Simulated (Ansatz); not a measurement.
Run this with the Ansatz DFT code, driven from Python and show what comes out.

The script reads `li3mg_li3mg.vasp`:
```text
Li3Mg
1.0
   4.30344196    0.00000000    0.00000000
   0.00000000    4.30344196    0.00000000
   0.00000000    0.00000000    4.30344196
Li Mg
3 1
Direct
   0.50000000    0.50000000    0.00000000
   0.50000000    0.00000000    0.50000000
   0.00000000    0.50000000    0.50000000
   0.00000000    0.00000000    0.00000000
```

`run_cohesive.py`:
```python
# -*- coding: utf-8 -*-
'''Binding of Li3Mg against spin-polarised atoms in a box.'''

from collections import Counter
import warnings

import ansatz as az
from ase.io import read


def counts(outcome):
    return Counter(site.symbol for site in outcome.lattice.sites)

UNPAIRED = {'Li': 1, 'Mg': 0}  # unpaired electrons of the free atoms


def compute(name, crystal):
    calc = (
        crystal.calculation()
        .functional(az.Functional.LDA)
        .basis(260)
        .accuracy('low')
        .scf(tolerance=1e-09)
        .kpoints(spacing=0.3)
        .occupations('fermi_dirac', width=0.02)
    )
    if name.endswith(' atom'):
        calc = calc.kpoints(1, 1, 1).occupations('fermi_dirac', width=0.01)
        if UNPAIRED[name.split()[0]]:
            calc = calc.spin('collinear')
        return calc.run()
    calc = calc.relax(force_tolerance=0.01, max_steps=40, cell=True)
    return calc.run()


def main():
    warnings.simplefilter('ignore')

    phases = {}
    atoms = read('li3mg_li3mg.vasp', format='vasp')
    li3mg = az.Crystal.from_ase(atoms)
    phases['Li3Mg'] = li3mg
    # free atoms: a low-symmetry box, moments by the rule of Hund
    for element, moment in UNPAIRED.items():
        phases[f'{element} atom'] = az.Lattice.orthorhombic(9.0, 9.5, 10.0).atom(element, (0.5, 0.5, 0.5), moment=moment or None)

    done = {name: compute(name, crystal) for name, crystal in phases.items()}

    for element in UNPAIRED:
        atom = done[f'{element} atom'].report
        print(f'{element} atom: {atom["energy_sigma0_ev"]:.4f} eV, moment {atom["magnetization_mub"]:.2f} muB')
    solid = done['Li3Mg']
    n = counts(solid)
    binding = (sum(k * done[f'{e} atom'].report['energy_sigma0_ev'] for e, k in n.items()) - solid.report['energy_sigma0_ev']) / sum(n.values())
    print(f'cohesive energy {binding:.3f} eV/atom = {96.4853 * binding:.0f} kJ/mol of atoms (no zero-point energy)')


if __name__ == '__main__':
    main()
```

```console
$ python run_cohesive.py
Li atom: -199.8607 eV, moment 1.00 muB
Mg atom: -1899.7140 eV, moment 0.00 muB
cohesive energy 1.795 eV/atom = 173 kJ/mol of atoms (no zero-point energy)
```

Caveats:
- These settings explore the input space; cutoff and mesh may be short of convergence.
- The cutoff lies under the one recommended for these potentials.
- The magnetic order follows from the starting moments and needn't be the lowest.
- For the metals among these phases the mesh is modest: differences between phases can be off by up to 40 meV an atom.
- The program warned that this SCF threshold is loose for forces or stresses.
- The cells come from databases of deposited and of computed structures, and not all need be stable phases.
- Free atoms in a box carry small image and symmetry errors, and spin-orbit coupling is left out.
- The script silences warnings, which a real study should read.
- Wall time of the script: 9.7 s on 1 thread of Arm Neoverse V1 (shared host), peak memory 0.51 GiB.
